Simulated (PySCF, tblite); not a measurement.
# C2H13BOSi3: geometry, infrared bands and NMR shifts

Aim: predict the infrared bands and NMR shifts of C2H13BOSi3 (`CCB[SiH2]O[SiH2][SiH3]`).

Programs: tblite 0.8.0 and PySCF 2.14.0, with density-fitted response routines of our own. Each step states its level of theory. These are calculated values for one molecule in the gas phase, unless marked as measured. Atoms count from 0, in the outputs and in this text.

### 1 The starting structure

20 atoms, charge 0, multiplicity 1; geometry from: force field or distance geometry start.

Bonds of the start (Å): C0–C1 1.51, C1–B2 1.59, B2–Si3 1.93, Si3–O4 1.72, O4–Si5 1.72, Si5–Si6 2.25, C0–H7 1.10, C0–H8 1.11, C0–H9 1.13, C1–H10 1.12, C1–H11 1.10, B2–H12 1.20, Si3–H13 1.49, Si3–H14 1.47, Si5–H15 1.45, Si5–H16 1.49, Si6–H17 1.47, Si6–H18 1.47, Si6–H19 1.47.

### 2 Optimising the geometry with GFN2-xTB

Job settings and geometry (Å):

```
{"job": {"kind": "relax", "xc": "GFN2-xTB", "basis": "xTB"}, "charge": 0, "multiplicity": 1}
C     -3.507300     0.715000    -0.486700
C     -2.796700    -0.569700    -0.851600
B     -1.479900    -0.775100     0.021700
Si     0.101700     0.319800    -0.183100
O      1.339800    -0.495000    -1.053500
Si     2.525900    -1.020900     0.075800
Si     4.078400     0.596000     0.258600
H     -3.891700     1.188500    -1.401700
H     -2.756000     1.343800     0.045300
H     -4.381600     0.467500     0.188300
H     -3.497100    -1.389400    -0.542100
H     -2.594900    -0.621000    -1.935200
H     -1.623200    -1.362300     1.054600
H      0.644600     0.514400     1.189600
H     -0.191400     1.659500    -0.710900
H      3.094300    -2.316700    -0.241800
H      1.815400    -1.080800     1.383400
H      3.336800     1.831200     0.574100
H      5.091400     0.285400     1.271400
H      4.686300     0.720700    -1.069000
```

On the command line:

```
OMP_NUM_THREADS=1 python probes_run.py task.json out
```

The driver reads the jobs from task.json and runs them one after another.

**Question.** This job is followed by: GFN2-xTB harmonic vibrations, gas phase; GIAO PBE0/pcSseg-1 NMR shielding, non-relativistic, gas phase. What will the session give for the following? strongest single infrared mode (GFN2-xTB); zero-point energy (GFN2-xTB); ¹³C shifts against TMS (PBE0/pcSseg-1); ¹H shifts against TMS (PBE0/pcSseg-1, means over atoms taken as alike); ¹¹B shifts against BF3·OEt2 (PBE0/pcSseg-1); ²⁹Si shifts against TMS (PBE0/pcSseg-1); ¹⁷O shifts against H2O (PBE0/pcSseg-1).

**Answer**, as computed:

```
                                                              quantity                                    value
                             strongest single infrared mode (GFN2-xTB)                    720 cm⁻¹, 1237 km/mol
                                          zero-point energy (GFN2-xTB)                            85.7 kcal/mol
                                ¹³C shifts against TMS (PBE0/pcSseg-1)                           36.2, 13.5 ppm
¹H shifts against TMS (PBE0/pcSseg-1, means over atoms taken as alike)  10.21, 5.76, 5.73, 3.46, 1.93, 1.21 ppm
                           ¹¹B shifts against BF3·OEt2 (PBE0/pcSseg-1)                                118.7 ppm
                               ²⁹Si shifts against TMS (PBE0/pcSseg-1)                 -32.2, -37.5, -123.7 ppm
                                ¹⁷O shifts against H2O (PBE0/pcSseg-1)                                -20.8 ppm
```

**Reading.** Relaxing lowered the energy by 1.508 eV in 153 steps; the close pair that moved most is O4–Si5, from 1.720 to 1.617 Å. The lowest mode is slightly imaginary (20i cm⁻¹), a soft motion within the noise of the Hessian, so the minimum is not strictly shown. The strongest single mode, at 720 cm⁻¹, is spread over many atoms; the largest shares are those of H15, H16. Unscaled tight-binding wavenumbers are off by several per cent, some by more. Its intensities can rank the bands wrongly. At PBE0/pcSseg-1: The widest tensor belongs to B2: span 244 ppm, with a paramagnetic part of -218 ppm.
